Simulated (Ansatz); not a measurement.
# H2I2O2Ti: how energies converge with the basis set

The task here is to estimate one member of a computed series from the others.

Method: one geometry, several basis sets; program: Ansatz 0.2.0, Gaussian basis.

Plan: PBE0-D4/def2-SVP; ωB97M-V/def2-SVP; PBE0-D4/def2-QZVPP; ωB97M-V/def2-QZVPP; the functionals' def2-TZVPP values are taken from earlier runs.

## The geometry

All runs share one geometry, relaxed beforehand with PBE0-D4 in a triple-zeta def2 set. I takes the def2 core potential; no spin-orbit term is included.

7 atoms, charge 0, spin multiplicity 1.

Atoms are counted from 1 here; the program's logs count them from 0.

Bond lengths: O1–Ti2 1.754 Å, O1–H6 0.958 Å, Ti2–O3 1.764 Å, Ti2–I4 2.573 Å, Ti2–I5 2.573 Å, O3–H7 0.959 Å. Angles: Ti2–O1–H6 143.4°, O1–Ti2–O3 110.2°, O1–Ti2–I4 108.7°, O1–Ti2–I5 108.7°, O3–Ti2–I4 110.2°, O3–Ti2–I5 110.2°, I4–Ti2–I5 108.9°, Ti2–O3–H7 135.1°.

Coordinates:

```
O    -0.89938   -0.07437    1.19060
Ti    0.03877    0.12266   -0.27804
O     1.48661   -0.88259   -0.21460
I    -1.42035   -0.55063   -2.28710
I     0.68973    2.60018   -0.51653
H    -1.69758    0.20935    1.63756
H     1.86352   -1.49261    0.42252
```

The first run:

Input file in.yaml:

```yaml
crystal:
  periodic: [false, false, false]
  atoms:
    - {symbol: O, position_ang: [-0.899380, -0.074367, 1.190596]}
    - {symbol: Ti, position_ang: [0.038770, 0.122660, -0.278044]}
    - {symbol: O, position_ang: [1.486609, -0.882586, -0.214601]}
    - {symbol: I, position_ang: [-1.420354, -0.550626, -2.287104]}
    - {symbol: I, position_ang: [0.689725, 2.600176, -0.516527]}
    - {symbol: H, position_ang: [-1.697585, 0.209349, 1.637555]}
    - {symbol: H, position_ang: [1.863515, -1.492608, 0.422525]}
basis:
  gaussian: {orbitals: def2-SVP}
hamiltonian: {xc: pbe0, dispersion: d4}
output: {orbitals: {seedname: orbitals}}
```

Started as:

```bash
ansatz run in.yaml --threads 4 --pin off --events-out ev --progress --plain --max-ram 11315MiB
```

Steps of the session up to this table: PBE0-D4 in def2-SVP; ωB97M-V in def2-SVP; PBE0-D4 in def2-QZVPP; ωB97M-V in def2-QZVPP.

One table of the session follows, with a row left open; its other results are not shown here.

It belongs to the step «Functionals by basis». 

```
functional       basis  HOMO (eV)  LUMO (eV)
   PBE0-D4    def2-SVP      -7.32      -2.95
   PBE0-D4  def2-TZVPP      -7.42      -2.96
   PBE0-D4  def2-QZVPP      -7.43      -2.97
   ωB97M-V    def2-SVP          ?          ?
   ωB97M-V  def2-TZVPP      -9.42      -0.97
   ωB97M-V  def2-QZVPP      -9.43      -0.99
```

Estimate the missing values for ωB97M-V, def2-SVP.

As computed: HOMO (eV): -9.28; LUMO (eV): -0.92. In the column «HOMO (eV)» it lies between ωB97M-V, def2-TZVPP (-9.42) and PBE0-D4, def2-QZVPP (-7.43).
